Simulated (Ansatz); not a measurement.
# CH5AlBBr, SMILES C[BH][AlH][Br]: harmonic frequencies at the relaxed geometry

Computed with Ansatz 0.2.0, Python API.

The script, `freq.py`:
```python
"""Harmonic frequencies of CH5AlBBr at its relaxed geometry."""

import logging
import sys

import ansatz as az
from ase import Atoms
import numpy as np

logging.basicConfig(stream=sys.stdout, format="%(levelname)s:%(name)s:%(message)s")
logger = logging.getLogger("ansatz_job")
logger.setLevel(logging.INFO)

BASIS = "def2-SVP"
FUNCTIONAL = "pbe0"


def main() -> None:
    atoms = Atoms(["C", "B", "Al", "Br", "H", "H", "H", "H", "H"], positions=[
        (0.1989, 0.6121, -1.222),
        (0.751, -0.2459, -0.0765),
        (-0.4448, -0.7653, 1.5331),
        (-2.5859, -0.0063, 1.6686),
        (-0.1727, 1.6247, -0.833),
        (0.922, 0.8463, -2.0131),
        (-0.6936, 0.1438, -1.6849),
        (1.9122, -0.5999, -0.1433),
        (0.2015, -1.6559, 2.7541),
    ])
    ch5albbr = az.Crystal.molecule_from_ase(atoms)

    model = (
        ch5albbr.calculation()
        .basis(gaussian=BASIS)
        .functional(FUNCTIONAL)
    )
    symbols = [site.symbol for site in ch5albbr.cartesian_sites]
    start = np.array([site.position_ang for site in ch5albbr.cartesian_sites], dtype=float)
    def progress(event):
        if event["event"] == "relax_step":
            row = event["data"]
            logger.info(f"step {row['step']:3d}  E = {row['lagrangian_ev']:.6f} eV  largest force component {row['allowed_force_max_ev_ang']:.4f} eV/A")


    report = model.relax(force_tolerance=0.003).session().plan().execute(on_event=progress).report
    end = np.array(report["positions_ang"])

    logger.info("final positions (A) and the move of each atom")
    for symbol, xyz, old in zip(symbols, end, start):
        logger.info(f"{symbol:2s} {xyz[0]:10.5f} {xyz[1]:10.5f} {xyz[2]:10.5f}   {np.linalg.norm(xyz - old):7.4f}")

    # frequencies need a stationary point, so they are taken at the relaxed geometry
    minimum = az.Crystal.molecule()
    for symbol, place in zip(symbols, end):
        minimum = minimum.atom(symbol, place.tolist())
    vibrating = (
        minimum.calculation()
        .basis(gaussian=BASIS)
        .functional(FUNCTIONAL)
        .phonons(temperatures=(298.15, 498.15, 100))
    )
    vib = vibrating.run(threads=1).report["vibrations"]
    sums = vib["harmonic_sums"]
    modes = [m["omega_inv_cm"] for m in sums["modes_at_gamma"] if m["rigid_motion"] == "no"]
    for number, w in enumerate(modes, start=1):
        logger.info(f"mode {number:2d} {w:9.1f} 1/cm {w / 8065.544 * 1000:8.2f} meV")
    print("imaginary modes:", sum(w < 0 for w in modes), " zero-point energy:", round(sums["zero_point_energy_ev"], 4), "eV")
    logger.info("T (K)   F_vib (eV)   S_vib (meV/K)   C_vib (meV/K)")
    for row in zip(sums["temperatures_k"], sums["vibrational_free_energy_ev"], vib["entropy_ev_per_k"], vib["heat_capacity_ev_per_k"]):
        logger.info(f"{row[0]:6.1f} {row[1]:11.4f} {1000 * row[2]:13.4f} {1000 * row[3]:15.4f}")

    # all hydrogen replaced by deuterium
    heavier = vibrating.phonons(masses={"H": 2.014102}).run(threads=1).report["vibrations"]["harmonic_sums"]
    print("deuterated (1/cm):", " ".join(f"{m['omega_inv_cm']:.0f}" for m in heavier["modes_at_gamma"] if m["rigid_motion"] == "no"))
    print("zero-point energy falls by", round(sums["zero_point_energy_ev"] - heavier["zero_point_energy_ev"], 4), "eV")


if __name__ == "__main__":
    main()
```

```console
$ python freq.py
INFO:ansatz_job:step   1  E = -78413.233904 eV  largest force component 1.4608 eV/A
INFO:ansatz_job:step   2  E = -78413.371513 eV  largest force component 0.4232 eV/A
INFO:ansatz_job:step   3  E = -78413.385645 eV  largest force component 0.0740 eV/A
INFO:ansatz_job:step   4  E = -78413.386598 eV  largest force component 0.0421 eV/A
INFO:ansatz_job:step   5  E = -78413.387150 eV  largest force component 0.0616 eV/A
INFO:ansatz_job:step   6  E = -78413.388491 eV  largest force component 0.1397 eV/A
INFO:ansatz_job:step   7  E = -78413.389276 eV  largest force component 0.2286 eV/A
INFO:ansatz_job:step   8  E = -78413.393328 eV  largest force component 0.1823 eV/A
INFO:ansatz_job:step   9  E = -78413.411585 eV  largest force component 0.1693 eV/A
INFO:ansatz_job:step  10  E = -78413.418654 eV  largest force component 0.2196 eV/A
INFO:ansatz_job:step  11  E = -78413.413365 eV  largest force component 0.3200 eV/A
INFO:ansatz_job:step  12  E = -78413.424315 eV  largest force component 0.1131 eV/A
INFO:ansatz_job:step  13  E = -78413.428604 eV  largest force component 0.0545 eV/A
INFO:ansatz_job:step  14  E = -78413.429896 eV  largest force component 0.2153 eV/A
INFO:ansatz_job:step  15  E = -78413.435021 eV  largest force component 0.1309 eV/A
INFO:ansatz_job:step  16  E = -78413.440334 eV  largest force component 0.0799 eV/A
INFO:ansatz_job:step  17  E = -78413.450372 eV  largest force component 0.1121 eV/A
INFO:ansatz_job:step  18  E = -78413.457249 eV  largest force component 0.2261 eV/A
INFO:ansatz_job:step  19  E = -78413.461252 eV  largest force component 0.2045 eV/A
INFO:ansatz_job:step  20  E = -78413.467970 eV  largest force component 0.1401 eV/A
INFO:ansatz_job:step  21  E = -78413.470383 eV  largest force component 0.1263 eV/A
INFO:ansatz_job:step  22  E = -78413.473339 eV  largest force component 0.0649 eV/A
INFO:ansatz_job:step  23  E = -78413.474193 eV  largest force component 0.0389 eV/A
INFO:ansatz_job:step  24  E = -78413.474371 eV  largest force component 0.0267 eV/A
INFO:ansatz_job:step  25  E = -78413.474455 eV  largest force component 0.0131 eV/A
INFO:ansatz_job:step  26  E = -78413.474475 eV  largest force component 0.0088 eV/A
INFO:ansatz_job:step  27  E = -78413.474480 eV  largest force component 0.0079 eV/A
INFO:ansatz_job:step  28  E = -78413.474486 eV  largest force component 0.0056 eV/A
INFO:ansatz_job:step  29  E = -78413.474489 eV  largest force component 0.0022 eV/A
INFO:ansatz_job:final positions (A) and the move of each atom
INFO:ansatz_job:C     0.24789    0.40580   -1.41169    0.2845
INFO:ansatz_job:B     0.67421    0.10315    0.05656    0.3814
INFO:ansatz_job:Al   -0.50171   -0.86889    1.53986    0.1184
INFO:ansatz_job:Br   -1.99208    0.42631    2.68391    1.2532
INFO:ansatz_job:H    -0.13705    1.44668   -1.31855    0.5184
INFO:ansatz_job:H     1.08486    0.47266   -2.12439    0.4225
INFO:ansatz_job:H    -0.57063   -0.18925   -1.84033    0.3876
INFO:ansatz_job:H     1.75114    0.55100    0.40691    1.2858
INFO:ansatz_job:H    -0.46804   -2.39385    1.99072    1.2552
INFO:ansatz_job:mode  1      47.6 1/cm     5.90 meV
INFO:ansatz_job:mode  2      92.6 1/cm    11.49 meV
INFO:ansatz_job:mode  3     154.1 1/cm    19.11 meV
INFO:ansatz_job:mode  4     178.9 1/cm    22.18 meV
INFO:ansatz_job:mode  5     379.5 1/cm    47.05 meV
INFO:ansatz_job:mode  6     439.7 1/cm    54.52 meV
INFO:ansatz_job:mode  7     519.2 1/cm    64.37 meV
INFO:ansatz_job:mode  8     543.0 1/cm    67.33 meV
INFO:ansatz_job:mode  9     623.3 1/cm    77.28 meV
INFO:ansatz_job:mode 10     783.5 1/cm    97.14 meV
INFO:ansatz_job:mode 11     816.4 1/cm   101.23 meV
INFO:ansatz_job:mode 12    1031.1 1/cm   127.84 meV
INFO:ansatz_job:mode 13    1107.4 1/cm   137.30 meV
INFO:ansatz_job:mode 14    1284.3 1/cm   159.23 meV
INFO:ansatz_job:mode 15    1388.3 1/cm   172.12 meV
INFO:ansatz_job:mode 16    1448.5 1/cm   179.59 meV
INFO:ansatz_job:mode 17    1928.0 1/cm   239.04 meV
INFO:ansatz_job:mode 18    2555.4 1/cm   316.82 meV
INFO:ansatz_job:mode 19    2995.6 1/cm   371.41 meV
INFO:ansatz_job:mode 20    3107.1 1/cm   385.23 meV
INFO:ansatz_job:mode 21    3167.1 1/cm   392.67 meV
imaginary modes: 0  zero-point energy: 1.5244 eV
INFO:ansatz_job:T (K)   F_vib (eV)   S_vib (meV/K)   C_vib (meV/K)
INFO:ansatz_job: 298.1      1.4121        0.7613          0.7040
INFO:ansatz_job: 398.1      1.3245        0.9878          0.8646
INFO:ansatz_job: 498.1      1.2152        1.1960          0.9937
deuterated (1/cm): 42 73 125 149 343 382 395 423 524 596 673 830 915 991 1026 1162 1389 1886 2165 2283 2349
zero-point energy falls by 0.3637 eV
```

Caveats:
- The settings weren't tested for convergence.
- The frequencies are harmonic and unscaled, in a modest basis. The result belongs to the one conformer reached from this start, and soft torsions count as harmonic oscillators.
- It ran for 9.1 min on 1 thread of Arm Neoverse V1, on a shared host, peak memory 0.31 GiB.

(Lines on the test bed's own set-up are left out of the output.)
